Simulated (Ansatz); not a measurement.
# CsLiCr2Te2S3 in Ansatz: the effect of functional

CsLiCr2Te2S3:

```
Cs Li Cr Te S
1.0
     3.60358    0.00000    0.00000
    -1.80179    3.12079    0.00000
     0.00000    0.00000   19.06651
Cs Li Cr Te S
1 1 2 2 3
Direct
  0.00000 0.00000 0.37399
  0.66667 0.33333 0.01607
  0.00000 0.00000 0.86637
  0.33333 0.66667 0.16833
  0.33333 0.66667 0.53891
  0.66667 0.33333 0.77276
  0.00000 0.00000 0.10030
  0.33333 0.66667 0.92920
  0.66667 0.33333 0.23408
```

The cell was built by a generator and needn't be a form met in nature.

Alike in all runs:

| Quantity | Value |
| --- | --- |
| Program | Ansatz 0.2.0 |
| Task | band structure |
| Potentials or basis | Ansatz PAW |
| k mesh | 9 × 9 × 2 |
| Occupations | fermi-dirac, width 0.05 eV |
| Spin | collinear spin, ferromagnetic start |
| Starting moments | [0.0, 0.0, 3.0, 3.0, 0.0, 0.0, 0.0, 0.0, 0.0] μB |

Q: One run gave: pressure -4.9 GPa; moment 5.63 μB; largest force 0.57 eV/Å. Which functional did it use?
A. r2SCAN
B. LDA
C. PBEsol

A: B.

```csv
functional,cutoff,pressure (GPa),moment (μB),largest force (eV/Å)
LDA,420 eV (not typed: the program's choice for these potentials),-4.9,5.63,0.57
PBEsol,420 eV (not typed: the program's choice for these potentials),-2.9,5.64,0.34
r2SCAN,500 eV (not typed: the program's choice for these potentials),0.2,5.63,0.23
```

Caveats: only a ferromagnetic start was run, and an antiferromagnetic order may lie lower in energy; the PAW data sets come from PBE, with cores solved anew for the run's functional, which leaves a small shift of forces and pressure; the magnetic or orbital state may not be the lowest (some runs).

Runs at the PBE level aren't shown here.
